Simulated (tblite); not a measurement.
# H36Si22: the cost of one run

Programs: tblite 0.8.0 and PySCF 2.14.0, with routines of our own; each step states its level. All values are computed. Atoms count from 0.

## 1. The system as given

58 atoms, charge 0, multiplicity 1; geometry from: force field, distance geometry or constructed start.

## 2. Optimising the geometry with GFN2-xTB

What the job is given:

```
{"job": {"kind": "relax", "xc": "GFN2-xTB", "basis": "xTB"}, "charge": 0, "multiplicity": 1}
Si     9.648600     1.111800    -0.376600
Si     7.711700     2.229700     0.368100
Si     5.791400     1.111300    -0.374000
Si     5.785500    -1.109200     0.368800
Si     7.713900    -2.228300    -0.371600
Si     9.640400    -1.114100     0.372400
Si    -5.786100     1.115300    -0.378300
Si    -7.711500     2.229800     0.376500
Si    -9.641000     1.111500    -0.375400
Si    -9.646500    -1.114400     0.376600
Si    -7.717000    -2.228300    -0.377100
Si    -5.788700    -1.115600     0.375000
Si     1.925300     1.114300    -0.370000
Si     0.002200     2.226500     0.372300
Si    -1.930900     1.118700    -0.374800
Si    -1.930600    -1.113000     0.381300
Si     0.000400    -2.225200    -0.374100
Si     1.927600    -1.117000     0.374000
Si     3.856900     2.228900     0.377500
Si     3.860300    -2.226200    -0.372300
Si    -3.859800     2.230900     0.376500
Si    -3.858400    -2.225600    -0.375200
H      9.647100     1.118200    -1.808400
H     10.816100     1.788600     0.100500
H      7.715400     2.229700     1.815900
H      7.708800     3.584900    -0.099500
H      5.786900     1.115900    -1.815700
H      5.785600    -1.113000     1.816200
H      7.715500    -2.226700    -1.817000
H      7.716000    -3.585400     0.105400
H      9.647300    -1.113000     1.813900
H     10.818400    -1.791600    -0.101800
H     -5.787200     1.113700    -1.816900
H     -7.712800     2.225800     1.818700
H     -7.713700     3.587600    -0.105300
H     -9.643200     1.115800    -1.817900
H    -10.821100     1.793000     0.097900
H     -9.642800    -1.111100     1.812400
H    -10.819200    -1.796800    -0.102100
H     -7.719700    -2.223700    -1.813800
H     -7.715000    -3.588100     0.105800
H     -5.780300    -1.119200     1.818700
H      1.933600     1.114600    -1.818600
H      0.002600     2.226600     1.813200
H     -0.003700     3.587500    -0.099600
H     -1.930600     1.115200    -1.818400
H     -1.926300    -1.113500     1.814400
H     -0.000300    -2.224500    -1.812700
H      0.001600    -3.585400     0.102200
H      1.930600    -1.112900     1.817000
H      3.856600     2.219800     1.818100
H      3.864100     3.587100    -0.102300
H      3.857100    -2.227500    -1.814900
H      3.854100    -3.587400     0.099000
H     -3.856800     2.226200     1.816500
H     -3.858000     3.588800    -0.101400
H     -3.850900    -2.232800    -1.816900
H     -3.854800    -3.578200     0.101300
```

Launch:

```console
$ OMP_NUM_THREADS=2 python large_run.py task.json out
```

This one command runs all jobs of the session in turn.

**Question.** How long does this first job take on 2 threads of Intel Xeon Platinum 8175M at 2.50GHz, shared host, and how much memory does it need?

About 55 s, with a peak of 0.17 GiB.
